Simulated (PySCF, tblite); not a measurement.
# C₄H₆O₂SSi: geometry, infrared bands and NMR shifts

What infrared bands and NMR shifts should C₄H₆O₂SSi (`C=C[C@@H]1O[SiH2]OC1=S`) show?

The runs use tblite 0.8.0 and PySCF 2.14.0, with density-fitted response routines of our own; the level of theory stands in each step. All values are computed, except where a source is named. Atoms count from 0, in the outputs and in this text.

**1. The molecule as given**

14 atoms, charge 0, multiplicity 1; geometry from: force field or distance geometry start.

Bonds of the start (Å): C0–C1 1.32, C1–C2 1.52, C2–O3 1.45, O3–Si4 1.65, Si4–O5 1.66, O5–C6 1.35, C6–S7 1.66, C6–C2 1.54, C0–H8 1.09, C0–H9 1.10, C1–H10 1.10, C2–H11 1.09, Si4–H12 1.48, Si4–H13 1.48.

**2. Relaxing the molecule with GFN2-xTB**

The job: settings as JSON, then the geometry in Å.

```
{"job": {"kind": "relax", "xc": "GFN2-xTB", "basis": "xTB"}, "charge": 0, "multiplicity": 1}
C     -2.263800    -0.104900     0.178900
C     -1.211700    -0.889700     0.359100
C      0.229600    -0.459100     0.606300
O      0.298400     0.983200     0.700100
Si     1.400200     1.547500    -0.396200
O      1.829500     0.105400    -1.106400
C      1.169200    -0.916600    -0.522200
S      1.515100    -2.468000    -0.992600
H     -2.188700     0.977800     0.181600
H     -3.264500    -0.528100     0.032400
H     -1.376500    -1.972800     0.369200
H      0.569700    -0.877600     1.555800
H      0.732600     2.439200    -1.373000
H      2.560200     2.163200     0.285200
```

On the command line:

```console
$ OMP_NUM_THREADS=1 python probes_run.py task.json out
```

This one command runs all jobs of the session in turn.

**Question.** This job is followed by: GFN2-xTB harmonic vibrations, gas phase; GIAO PBE0/pcSseg-1 NMR shielding, non-relativistic, gas phase. What will the session give for the following? strongest single infrared mode (GFN2-xTB); zero-point energy (GFN2-xTB); 13C shifts against TMS (PBE0/pcSseg-1); 1H shifts against TMS (PBE0/pcSseg-1); 17O shifts against H2O (PBE0/pcSseg-1); 29Si shifts against TMS (PBE0/pcSseg-1); 33S shifts against CS2 (PBE0/pcSseg-1); surface potential, 1st and 99th percentile.

**Answer**, as computed:

| quantity | value |
| --- | --- |
| strongest single infrared mode (GFN2-xTB) | 1312 cm⁻¹, 406 km/mol |
| zero-point energy (GFN2-xTB) | 57.3 kcal/mol |
| 13C shifts against TMS (PBE0/pcSseg-1) | 225.8, 148.1, 118.4, 88.3 ppm |
| 1H shifts against TMS (PBE0/pcSseg-1) | 6.69, 5.70, 5.55, 5.50, 5.45, 5.37 ppm |
| 17O shifts against H2O (PBE0/pcSseg-1) | 264.4, 46.7 ppm |
| 29Si shifts against TMS (PBE0/pcSseg-1) | 2.7 ppm |
| 33S shifts against CS2 (PBE0/pcSseg-1) | 424 ppm |
| surface potential, 1st and 99th percentile | -1.29 V and 2.27 V |

In words: The optimisation took 59 steps and gained 0.270 eV; among the close pairs (by a distance rule), C2–O3 changed most, from 1.447 to 1.401 Å. No mode is imaginary among the 36: a minimum at this level. The strongest single mode, at 1312 cm⁻¹, moves mainly C6. GFN2-xTB is a fitted tight-binding method: band positions and strengths are rough. Its intensities can rank the bands wrongly. The most deshielded carbon is C6 (thiocarbonyl carbon), at 225.8 ppm: the small n→π* gap of C=S deshields it strongly. The most deshielded hydrogen is H10 (hydrogen on an alkene CH), at 6.69 ppm: attached to an sp2 carbon and in the plane of the double bond. At PBE0/pcSseg-1: Shielding is most anisotropic at S7 (span 1198 ppm, paramagnetic term -977 ppm). At PBE0/pcSseg-1, counted by nearest atom on the grid, the HOMO lies on S7 83 %, the LUMO on C6 41 %; S7 33 %.
